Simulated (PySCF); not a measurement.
# C2HClFIn (SMILES C#[C][In]([F])[Cl]): levels of theory compared

Aim: a comparison of 6 runs (HF/STO-3G, HF/def2-SVP, PBE/def2-SVP, PBE0/def2-SVP, MP2/def2-SVP, MP2/def2-TZVP) of C2HClFIn. Input form: a Python script.

Program for the calculation: PySCF 2.14.0.

## Step 1: The system as given

C2HClFIn: 6 atoms, total charge 0, spin state singlet. SMILES: `C#[C][In]([F])[Cl]`. The shape is that of a PBE0-D4/def2-TZVP optimisation.

Bond lengths: C1–C2 1.206 Å, C2–In3 2.048 Å, In3–F4 1.933 Å, In3–Cl5 2.293 Å, C1–H6 1.067 Å. Angles: C1–C2–In3 179.4°, C2–In3–F4 120.7°, C2–In3–Cl5 127.6°, F4–In3–Cl5 111.7°, C2–C1–H6 179.8°.

## Step 2: Energy and gradient at HF/STO-3G (run 1)

Input file geometry.xyz:

```xyz
6
C2HClFIn
C      1.088300     0.340300     1.700800
C      0.438900     0.120100     0.708700
In    -0.655800    -0.235700    -0.984700
F     -1.773600    -1.806600    -1.123700
Cl    -0.759200     1.049500    -2.880900
H      1.661500     0.532400     2.579900
```

Input file run.py:

```python
import pyscf.grad
from pyscf import gto

mol = gto.Mole()
mol.atom = 'geometry.xyz'
mol.charge = 0
mol.verbose = 4
mol.spin = 0
mol.basis = 'sto-3g'
mol.max_memory = 1860
mol.build()

mf = mol.RHF()
mf.conv_tol = 1e-10
mf.kernel()
if not mf.converged:
    mf = mf.newton().run(mf.mo_coeff, mf.mo_occ)

energy = mf.e_tot
print('E(%s) = %.9f' % ('HF', energy))
grad = mf.Gradients().kernel()
mf.analyze()
```

On the command line:

```sh
$ OMP_NUM_THREADS=1 python run.py
```

The program printed:

```text
PySCF version 2.14.0

[... 82 lines left out ...]
Two-electron Energy =                 2954.716951949413669
[... 7 lines left out ...]
MO #4   energy= -138.104714044798  occ= 2
[... 5 lines left out ...]
MO #10  energy= -24.7957746952071  occ= 2
[... 5 lines left out ...]
MO #16  energy= -16.6604074701241  occ= 2
[... 5 lines left out ...]
MO #22  energy= -7.72724277117881  occ= 2
[... 5 lines left out ...]
MO #28  energy= -0.964259974249529 occ= 2
[... 5 lines left out ...]
MO #34  energy= -0.631421920966886 occ= 2
[... 5 lines left out ...]
MO #40  energy= -0.3707512546426   occ= 2
[... 5 lines left out ...]
MO #46  energy= 0.258381363173663  occ= 0
[... 5 lines left out ...]
MO #52  energy= 1.40207982960404   occ= 0
[... 22 lines left out ...]
pop of  2 In 3pz          1.99996
pop of  2 In 4px          1.99893
pop of  2 In 4py          1.99916
pop of  2 In 4pz          1.99937
pop of  2 In 5px          0.36744
pop of  2 In 5py          0.44203
pop of  2 In 5pz          0.54772
pop of  2 In 3dxy         1.99999
pop of  2 In 3dyz         1.99999
pop of  2 In 3dz^2        1.99998
pop of  2 In 3dxz         1.99998
pop of  2 In 3dx2-y2      2.00000
pop of  2 In 4dxy         1.98517
pop of  2 In 4dyz         1.98714
pop of  2 In 4dz^2        1.97989
pop of  2 In 4dxz         1.97560
pop of  2 In 4dx2-y2      1.99616
pop of  3 F 1s            1.99997
pop of  3 F 2s            1.90696
pop of  3 F 2px           1.77574
pop of  3 F 2py           1.63940
pop of  3 F 2pz           1.94742
pop of  4 Cl 1s           2.00000
pop of  4 Cl 2s           1.99987
pop of  4 Cl 3s           1.91602
pop of  4 Cl 2px          1.99997
pop of  4 Cl 2py          1.99989
pop of  4 Cl 2pz          1.99979
pop of  4 Cl 3px          1.94873
pop of  4 Cl 3py          1.83164
pop of  4 Cl 3pz          1.66460
pop of  5 H 1s            0.93032
 ** Mulliken atomic charges  **
charge of    0C =     -0.09016
charge of    1C =     -0.21044
charge of    2In =      0.86093
charge of    3F =     -0.26949
charge of    4Cl =     -0.36051
charge of    5H =      0.06968
Dipole moment(X, Y, Z, Debye):  0.78186, -0.63909,  2.38466
```

It took 3.9 s on 1 thread of Arm Neoverse V2, shared host; peak memory 0.13 GiB.

## Step 3: Energy and gradient at HF/def2-SVP (core potential) (run 2)

Input file run.py:

```python
from pyscf import gto

system = gto.Mole()
system.atom = [
    ('C', (1.088300, 0.340300, 1.700800)),
    ('C', (0.438900, 0.120100, 0.708700)),
    ('In', (-0.655800, -0.235700, -0.984700)),
    ('F', (-1.773600, -1.806600, -1.123700)),
    ('Cl', (-0.759200, 1.049500, -2.880900)),
    ('H', (1.661500, 0.532400, 2.579900)),
]
system.ecp = {'In': 'def2-svp'}
system.basis = 'def2-svp'
system.max_memory = 1860
system.verbose = 4
system.charge = 0
system.build()

mf = system.RHF()
mf.conv_tol = 1e-10
mf.kernel()
if not mf.converged:
    mf = mf.newton().run(mf.mo_coeff, mf.mo_occ)

energy = mf.e_tot
print('E(%s) = %.9f' % ('HF', energy))
grad = mf.nuc_grad_method().kernel()
mf.analyze()
```

On the command line:

```sh
$ OMP_NUM_THREADS=1 python run.py
```

The program printed:

```text
PySCF version 2.14.0

[... 89 lines left out ...]
MO #1   energy= -104.785943583227  occ= 2
[... 8 lines left out ...]
MO #10  energy= -3.71253816727115  occ= 2
[... 8 lines left out ...]
MO #19  energy= -1.03897706453119  occ= 2
[... 8 lines left out ...]
MO #28  energy= -0.460723906347961 occ= 2
[... 8 lines left out ...]
MO #37  energy= 0.200197435031757  occ= 0
[... 8 lines left out ...]
MO #46  energy= 0.641597115067558  occ= 0
[... 8 lines left out ...]
MO #55  energy= 1.05075212430112   occ= 0
[... 8 lines left out ...]
MO #64  energy= 1.42646805174958   occ= 0
[... 8 lines left out ...]
MO #73  energy= 2.05168709051016   occ= 0
[... 8 lines left out ...]
MO #82  energy= 3.52467799861891   occ= 0
[... 8 lines left out ...]
MO #91  energy= 61.6418034019236   occ= 0
[... 61 lines left out ...]
pop of  3 F 2pz           1.97663
pop of  3 F 3px           0.01367
pop of  3 F 3py           0.00804
pop of  3 F 3pz           0.01458
pop of  3 F 3dxy          0.00109
pop of  3 F 3dyz          0.00126
pop of  3 F 3dz^2         0.00048
pop of  3 F 3dxz          0.00070
pop of  3 F 3dx2-y2       0.00139
pop of  4 Cl 1s           2.00000
pop of  4 Cl 2s           1.99994
pop of  4 Cl 3s           1.96319
pop of  4 Cl 4s           0.01230
pop of  4 Cl 2px          2.00000
pop of  4 Cl 2py          1.99998
pop of  4 Cl 2pz          1.99996
pop of  4 Cl 3px          1.97142
pop of  4 Cl 3py          1.89878
pop of  4 Cl 3pz          1.81402
pop of  4 Cl 4px          0.00498
pop of  4 Cl 4py          0.00930
pop of  4 Cl 4pz          0.00943
pop of  4 Cl 3dxy         0.00218
pop of  4 Cl 3dyz         0.01096
pop of  4 Cl 3dz^2        0.00815
pop of  4 Cl 3dxz         0.00325
pop of  4 Cl 3dx2-y2      0.00287
pop of  5 H 1s            0.82423
pop of  5 H 2s            0.01397
pop of  5 H 2px           0.00083
pop of  5 H 2py           0.00023
pop of  5 H 2pz           0.00174
 ** Mulliken atomic charges  **
charge of    0C =     -0.10691
charge of    1C =     -0.79121
charge of    2In =      2.26625
charge of    3F =     -0.81643
charge of    4Cl =     -0.71071
charge of    5H =      0.15900
Dipole moment(X, Y, Z, Debye):  2.21260,  1.36288,  2.57410
```

It took 6.9 s on 1 thread of Arm Neoverse V2, shared host; peak memory 0.19 GiB.

## Step 4: Energy and forces at PBE/def2-SVP (core potential) (run 3)

Input file run.py:

```python
from pyscf import gto, dft

molecule = gto.M(
    atom='''
C        1.088300       0.340300       1.700800
C        0.438900       0.120100       0.708700
In      -0.655800      -0.235700      -0.984700
F       -1.773600      -1.806600      -1.123700
Cl      -0.759200       1.049500      -2.880900
H        1.661500       0.532400       2.579900
''',
    verbose=3,
    ecp={'In': 'def2-svp'},
    max_memory=1860,
    basis='def2-svp',
    spin=0,
)

calc0 = dft.RKS(molecule, xc='pbe')
calc0.conv_tol = 1e-10
calc0.grids.level = 5
calc0.kernel()
if not calc0.converged:
    calc0 = calc0.newton().run(calc0.mo_coeff, calc0.mo_occ)

etot = calc0.e_tot
print('E(%s) = %.9f' % ('PBE', etot))
grad = calc0.nuc_grad_method().kernel()
calc0.analyze()
```

On the command line:

```sh
$ OMP_NUM_THREADS=1 python run.py
```

The program printed:

```text
converged SCF energy = -826.320137048746
[... 13 lines left out ...]
MO #3   energy= -9.92815637844046  occ= 2
[... 7 lines left out ...]
MO #11  energy= -2.96778967210644  occ= 2
[... 7 lines left out ...]
MO #19  energy= -0.700356104704271 occ= 2
[... 7 lines left out ...]
MO #27  energy= -0.288468427434701 occ= 2
[... 7 lines left out ...]
MO #35  energy= 0.0505811532074802 occ= 0
[... 7 lines left out ...]
MO #43  energy= 0.298286556476966  occ= 0
[... 7 lines left out ...]
MO #51  energy= 0.564020928256583  occ= 0
[... 7 lines left out ...]
MO #59  energy= 0.813814315457503  occ= 0
[... 7 lines left out ...]
MO #67  energy= 1.20795505551464   occ= 0
[... 7 lines left out ...]
MO #75  energy= 1.74218417429254   occ= 0
[... 7 lines left out ...]
MO #83  energy= 3.02320580337842   occ= 0
[... 7 lines left out ...]
MO #91  energy= 60.9758057758875   occ= 0
[... 7 lines left out ...]
Dipole moment(X, Y, Z, Debye):  1.76063,  1.05014,  2.09364
```

Run time: 34 s. Hardware: 1 thread of Arm Neoverse V2, shared host; peak memory 0.89 GiB.

Runs 4 to 5 aren't shown in full; the table further down has their settings and results.

## Step 5: Energy and forces at MP2/def2-TZVP (core potential) (run 6)

Input file job.py:

```python
# C#[C][In]([F])[Cl]
from pyscf import gto, mp

mol = gto.M(
    atom='''
C    1.088300   0.340300   1.700800
C    0.438900   0.120100   0.708700
In  -0.655800  -0.235700  -0.984700
F   -1.773600  -1.806600  -1.123700
Cl  -0.759200   1.049500  -2.880900
H    1.661500   0.532400   2.579900
''',
    ecp={'In': 'def2-svp'},
    charge=0,
    basis='def2-tzvp',
    verbose=4,
    max_memory=1860,
)

calc0 = mol.RHF()
calc0.conv_tol = 1e-10
calc0.kernel()
if not calc0.converged:
    calc0 = calc0.newton().run(calc0.mo_coeff, calc0.mo_occ)

pt = mp.MP2(calc0, frozen=12).run()
etot = pt.e_tot
print('E = %.10f Eh' % etot)
grad = pt.nuc_grad_method().kernel()
calc0.analyze()
```

On the command line:

```sh
$ OMP_NUM_THREADS=1 python job.py
```

The program printed:

```text
PySCF version 2.14.0

[... 92 lines left out ...]
Two-electron Coulomb Energy =          724.947517195135333
[... 18 lines left out ...]
MO #16  energy= -1.09225456007393  occ= 2
[... 16 lines left out ...]
MO #33  energy= 0.0835251952893088 occ= 0
[... 16 lines left out ...]
MO #50  energy= 0.465885680336824  occ= 0
[... 16 lines left out ...]
MO #67  energy= 0.797567246073966  occ= 0
[... 16 lines left out ...]
MO #84  energy= 1.19314090596565   occ= 0
[... 16 lines left out ...]
MO #101 energy= 2.13165324181984   occ= 0
[... 16 lines left out ...]
MO #118 energy= 2.51536415347115   occ= 0
[... 16 lines left out ...]
MO #135 energy= 3.01109002085666   occ= 0
[... 16 lines left out ...]
MO #152 energy= 3.92629441789957   occ= 0
[... 16 lines left out ...]
MO #169 energy= 7.47308622389578   occ= 0
[... 16 lines left out ...]
MO #186 energy= 125.765163986085   occ= 0
[... 156 lines left out ...]
pop of  4 Cl 4px          0.00180
pop of  4 Cl 4py          0.00275
pop of  4 Cl 4pz          0.00338
pop of  4 Cl 5px          0.00020
pop of  4 Cl 5py          0.00239
pop of  4 Cl 5pz          0.00559
pop of  4 Cl 6px          0.00008
pop of  4 Cl 6py          0.00034
pop of  4 Cl 6pz          0.00060
pop of  4 Cl 3dxy         0.00202
pop of  4 Cl 3dyz         0.02514
pop of  4 Cl 3dz^2        0.01484
pop of  4 Cl 3dxz         0.00480
pop of  4 Cl 3dx2-y2      0.00447
pop of  4 Cl 4dxy         0.00081
pop of  4 Cl 4dyz         0.00974
pop of  4 Cl 4dz^2        0.00579
pop of  4 Cl 4dxz         0.00202
pop of  4 Cl 4dx2-y2      0.00204
pop of  4 Cl 4f-3         0.00038
pop of  4 Cl 4f-2         0.00130
pop of  4 Cl 4f-1         0.00483
pop of  4 Cl 4f+0         0.00236
pop of  4 Cl 4f+1         0.00075
pop of  4 Cl 4f+2         0.00268
pop of  4 Cl 4f+3         0.00026
pop of  5 H 1s            0.80847
pop of  5 H 2s            0.00941
pop of  5 H 3s            0.00376
pop of  5 H 2px           0.00052
pop of  5 H 2py           0.00009
pop of  5 H 2pz           0.00116
 ** Mulliken atomic charges  **
charge of    0C =     -0.15128
charge of    1C =     -0.93536
charge of    2In =      2.55324
charge of    3F =     -0.85374
charge of    4Cl =     -0.78944
charge of    5H =      0.17659
Dipole moment(X, Y, Z, Debye):  2.14048,  1.27792,  2.54369
```

Wall time 2.7 min (1 thread of Arm Neoverse V2, shared host); peak memory 2.6 GiB.

## Step 6: The series

| run | level | core potential | integration grid | energy (Eh) | dipole moment (D) of the reference | HOMO energy (eV) | LUMO energy (eV) | wall time |
| --- | --- | --- | --- | --- | --- | --- | --- | --- |
| 1 | HF/STO-3G | – | – | -6310.922813 | 2.59 | -8.87 | 4.88 | 3.9 s |
| 2 | HF/def2-SVP (core potential) | def2-svp | – | -824.193857 | 3.66 | -11.69 | 0.90 | 6.9 s |
| 3 | PBE/def2-SVP (core potential) | def2-svp | 5 | -826.320137 | 2.93 | -7.57 | -2.66 | 34 s |
| 4 | PBE0/def2-SVP (core potential) | def2-svp | 5 | -826.360887 | 3.20 | -8.90 | -1.88 | 33 s |
| 5 | MP2/def2-SVP (core potential) | def2-svp | – | -824.836517 | 3.66 | -11.69 | 0.90 | 13 s |
| 6 | MP2/def2-TZVP (core potential) | def2-svp | – | -825.581026 | 3.56 | -11.66 | 0.72 | 2.7 min |

## Step 7: Results

```
                                           quantity          value
                                run 6: total energy  -825.58103 Eh
        run 6: dipole moment (Hartree–Fock density)         3.56 D
         run 6: HOMO energy (Hartree–Fock orbitals)      -11.66 eV
         run 6: LUMO energy (Hartree–Fock orbitals)        0.72 eV
       run 6: HOMO–LUMO gap (Hartree–Fock orbitals)       12.38 eV
run 6: correlation energy (12 core orbitals frozen)    -1001.8 mEh
                    run 6: largest force on an atom     1.773 eV/Å
```

In words: Over runs 1, 2, 3, 4 the dipole moment (its size) runs from 2.59 D (HF/STO-3G) to 3.66 D (HF/def2-SVP). The two ends differ in basis and core potential. Over runs 1, 2, 3, 4 the HOMO–LUMO gap runs from 4.92 eV (PBE/def2-SVP) to 13.76 eV (HF/STO-3G). The two ends differ in method and basis and core potential. Totals of different functionals can't be ranked against each other. Some runs of one species differ in core potentials or relativity; totals across that change don't compare. In run 1 the basis is minimal, so the values are rough. In run 1 relativity is left out where basis or elements ask for it. All runs together took 4.2 min, the longest 2.7 min.
